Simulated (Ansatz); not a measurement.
**C3H6OSi: basis-set convergence**

An exercise on one series of results from a longer session: the logs are not shown, and one member is left open.

Program: Ansatz 0.2.0, Gaussian basis. Level of theory: one geometry, several basis sets. These are calculated values, not measurements.

The runs, in order: PBE0-D4/def2-SVP; ωB97M-V/def2-SVP; PBE0-D4/def2-QZVPP; ωB97M-V/def2-QZVPP; the functionals' def2-TZVPP values are taken from earlier runs.

## Structure used throughout

An earlier PBE0-D4 in a triple-zeta def2 set relaxation fixed the geometry.

SMILES `OC#CC[SiH3]`, 11 atoms, charge 0, spin multiplicity 1.

Atoms are counted from 1 here; the program's logs count them from 0.

Bond lengths: O1–C2 1.307 Å, O1–H6 0.964 Å, C2–C3 1.201 Å, C3–C4 1.449 Å, C4–Si5 1.890 Å, C4–H7 1.095 Å, C4–H8 1.095 Å, Si5–H9 1.485 Å, Si5–H10 1.485 Å, Si5–H11 1.489 Å. Angles: C2–O1–H6 110.0°, O1–C2–C3 177.0°, C2–C3–C4 177.4°, C3–C4–Si5 110.3°, C3–C4–H7 111.4°, C3–C4–H8 111.4°, Si5–C4–H7 108.3°, Si5–C4–H8 108.3°, H7–C4–H8 107.0°, C4–Si5–H9 109.9°, C4–Si5–H10 109.9°, C4–Si5–H11 109.4°, H9–Si5–H10 109.5°, H9–Si5–H11 109.1°, H10–Si5–H11 109.1°.

The first run:

Input file in.yaml:

```yaml
crystal:
  periodic: [false, false, false]
  atoms:
    - {symbol: O, position_ang: [0.645175, 1.787050, 2.591107]}
    - {symbol: C, position_ang: [0.152772, 0.949559, 1.716983]}
    - {symbol: C, position_ang: [-0.254685, 0.197915, 0.874243]}
    - {symbol: C, position_ang: [-0.698667, -0.687343, -0.183320]}
    - {symbol: Si, position_ang: [0.405312, -0.497560, -1.705047]}
    - {symbol: H, position_ang: [0.131249, 1.753545, 3.405992]}
    - {symbol: H, position_ang: [-0.669945, -1.735062, 0.134985]}
    - {symbol: H, position_ang: [-1.731349, -0.470801, -0.477494]}
    - {symbol: H, position_ang: [0.347243, 0.900979, -2.200111]}
    - {symbol: H, position_ang: [1.807361, -0.841630, -1.358238]}
    - {symbol: H, position_ang: [-0.069066, -1.413751, -2.778599]}
basis:
  gaussian: {orbitals: def2-SVP}
hamiltonian: {xc: pbe0, dispersion: d4}
output: {orbitals: {seedname: orbitals}}
```

Steps of the session up to this table: PBE0-D4 in def2-SVP; ωB97M-V in def2-SVP; PBE0-D4 in def2-QZVPP; ωB97M-V in def2-QZVPP.

One table of the session follows, with a row left open; its other results are not shown here.

It belongs to the step «Functionals by basis». 

| functional | basis | HOMO (eV) | LUMO (eV) |
| --- | --- | --- | --- |
| PBE0-D4 | def2-SVP | ? | ? |
| PBE0-D4 | def2-TZVPP | -6.87 | 0.47 |
| PBE0-D4 | def2-QZVPP | -6.89 | 0.05 |
| ωB97M-V | def2-SVP | -8.99 | 2.85 |
| ωB97M-V | def2-TZVPP | -9.12 | 1.94 |
| ωB97M-V | def2-QZVPP | -9.15 | 1.21 |

**Question.** Estimate the row for PBE0-D4, def2-SVP.

**Answer.** HOMO (eV): -6.76; LUMO (eV): 1.14. In the column «HOMO (eV)» it is the highest.
